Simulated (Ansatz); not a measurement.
**C₂H₇FSi₂: up Jacob's ladder to CCSD(T)**

An exercise on one series of results from a longer session: the logs are not shown, and one member is left open.

The runs use Ansatz 0.2.0, Gaussian basis; functionals in def2-TZVPP, the program's frozen cores in correlated methods.

Levels to be run: LDA (SPW92), PBE-D4, revPBE-D4, BLYP-D4, r2SCAN-D4, B97M-V, PBE0-D4, B3LYP-D4, r2SCANh-D4, r2SCAN0-D4, HSE06-D4, BHLYP-D4, CAM-B3LYP-D4, LC-ωPBE, ωB97X-V, ωB97M-V, B2PLYP, PBE-QIDH; CCSD(T)/def2-SVP; CCSD(T)/def2-TZVPP; MP2/def2-QZVPP; extrapolation to the limit; RPA on PBE.

### The geometry

An earlier PBE0-D4 in a triple-zeta def2 set relaxation fixed the geometry.

SMILES `C=C[SiH2][SiH2]F`, 12 atoms, charge 0, spin multiplicity 1.

Atoms are counted from 1 here; the program's logs count them from 0.

Bond lengths: C1–C2 1.330 Å, C1–H6 1.086 Å, C1–H7 1.086 Å, C2–Si3 1.860 Å, C2–H8 1.089 Å, Si3–Si4 2.347 Å, Si3–H9 1.490 Å, Si3–H10 1.490 Å, Si4–F5 1.610 Å, Si4–H11 1.487 Å, Si4–H12 1.488 Å. Angles: C2–C1–H6 121.8°, C2–C1–H7 122.0°, H6–C1–H7 116.1°, C1–C2–Si3 123.5°, C1–C2–H8 118.3°, Si3–C2–H8 118.3°, C2–Si3–Si4 110.7°, C2–Si3–H9 111.1°, C2–Si3–H10 109.3°, Si4–Si3–H9 108.6°, Si4–Si3–H10 108.1°, H9–Si3–H10 109.0°, Si3–Si4–F5 109.2°, Si3–Si4–H11 111.5°, Si3–Si4–H12 112.3°, F5–Si4–H11 107.5°, F5–Si4–H12 107.5°, H11–Si4–H12 108.7°.

As a file:

```xyz
12
C2H7FSi2
C    -1.79290    1.33500    0.70891
C    -0.63971    1.22251    0.05530
Si    0.73807    0.09437    0.59327
Si    1.05424   -1.62972   -0.96719
F     1.36564   -0.98829   -2.41021
H    -1.98930    0.78328    1.62389
H    -2.59126    1.98467    0.36127
H    -0.50509    1.80207   -0.85668
H     2.01737    0.84384    0.73971
H     0.38597   -0.52497    1.90229
H    -0.16598   -2.46864   -1.10584
H     2.19994   -2.50922   -0.61062
```

Set-up of the first run:

Contents of in.yaml:

```yaml
crystal:
  periodic: [false, false, false]
  atoms:
    - {symbol: C, position_ang: [-1.792897, 1.334998, 0.708905]}
    - {symbol: C, position_ang: [-0.639707, 1.222506, 0.055298]}
    - {symbol: Si, position_ang: [0.738068, 0.094369, 0.593274]}
    - {symbol: Si, position_ang: [1.054239, -1.629716, -0.967187]}
    - {symbol: F, position_ang: [1.365638, -0.988287, -2.410206]}
    - {symbol: H, position_ang: [-1.989297, 0.783281, 1.623885]}
    - {symbol: H, position_ang: [-2.591259, 1.984673, 0.361272]}
    - {symbol: H, position_ang: [-0.505085, 1.802074, -0.856684]}
    - {symbol: H, position_ang: [2.017369, 0.843838, 0.739712]}
    - {symbol: H, position_ang: [0.385970, -0.524969, 1.902294]}
    - {symbol: H, position_ang: [-0.165983, -2.468645, -1.105839]}
    - {symbol: H, position_ang: [2.199944, -2.509223, -0.610625]}
basis:
  gaussian: {orbitals: def2-TZVPP}
hamiltonian: {xc: lda}
output: {orbitals: {seedname: orbitals}}
```

Among the steps run: LDA; PBE-D4 (GGA); revPBE-D4 (GGA); BLYP-D4 (GGA); r2SCAN-D4 (meta-GGA); B97M-V (meta-GGA); PBE0-D4 (hybrid); B3LYP-D4 (hybrid); r2SCANh-D4 (hybrid); r2SCAN0-D4 (hybrid); HSE06-D4 (hybrid); BHLYP-D4 (hybrid); CAM-B3LYP-D4 (range-separated); LC-ωPBE-D4 (range-separated; the results give it without D4); ωB97X-V (range-separated); ωB97M-V (range-separated); B2PLYP (double hybrid); PBE-QIDH (double hybrid).

One table of the session follows, with a row left open; its other results are not shown here.

It belongs to the step «Orbital energies across the functionals». 

```
  functional  HOMO (eV)  gap (eV)
 LDA (SPW92)      -6.72      4.69
      PBE-D4      -6.60      4.80
   revPBE-D4      -6.55      4.84
     BLYP-D4      -6.46      4.82
   r2SCAN-D4      -6.83      5.23
      B97M-V      -6.90      5.24
     PBE0-D4      -7.70      6.83
    B3LYP-D4      -7.50      6.44
  r2SCANh-D4      -7.24      5.98
  r2SCAN0-D4      -7.85      7.10
    HSE06-D4      -7.31      6.06
    BHLYP-D4      -8.68      8.82
CAM-B3LYP-D4      -8.98      9.22
     LC-ωPBE     -10.29     11.66
     ωB97X-V          ?         ?
     ωB97M-V      -9.77     10.80
```

**Question.** Estimate the row for ωB97X-V.

**Answer.** HOMO (eV): -9.95; gap (eV): 11.21. In the column «HOMO (eV)» it lies between LC-ωPBE (-10.29) and ωB97M-V (-9.77).
